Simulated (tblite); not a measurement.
# C4H9GeNO: the cost of one run

The runs use tblite 0.8.0 and PySCF 2.14.0, with density-fitted response routines of our own; the level of theory stands in each step. All values are computed, except where a source is named. Atoms count from 0, in the outputs and in this text.

**1. Starting geometry**

16 atoms, charge 0, multiplicity 1; geometry from: force field or distance geometry start.

Bonds of the start (Å): C0–N1 1.45, N1–C2 1.28, C2–Ge3 1.93, Ge3–C4 1.91, C4–C5 1.49, C4–O6 1.23, C0–H7 1.11, C0–H8 1.11, C0–H9 1.11, C2–H10 1.08, Ge3–H11 1.56, Ge3–H12 1.55, C5–H13 1.10, C5–H14 1.11, C5–H15 1.11.

**2. Geometry optimisation with GFN2-xTB**

Job settings and geometry (Å):

```
{"job": {"kind": "relax", "xc": "GFN2-xTB", "basis": "xTB"}, "charge": 0, "multiplicity": 1}
C      3.046600     0.310700     0.360900
N      1.613100     0.069300     0.395700
C      1.096500    -0.946200    -0.187100
Ge    -0.810900    -1.204800    -0.103000
C     -1.707500     0.310200    -0.845300
C     -2.633300     1.146000    -0.025100
O     -1.514900     0.601400    -2.027200
H      3.373700     0.467600    -0.684600
H      3.270400     1.227900     0.943600
H      3.585200    -0.541900     0.814200
H      1.692300    -1.648400    -0.754100
H     -1.230800    -1.389400     1.389900
H     -1.198700    -2.483600    -0.881200
H     -3.640200     1.135600    -0.472100
H     -2.691900     0.762000     1.015600
H     -2.257300     2.192500     0.024800
```

Launch:

```
$ OMP_NUM_THREADS=1 python probes_run.py task.json out
```

The driver reads the jobs from task.json and runs them one after another.

**Question.** How long does this first job take on 1 thread of Arm Neoverse N1, shared host?

About 1.9 s.
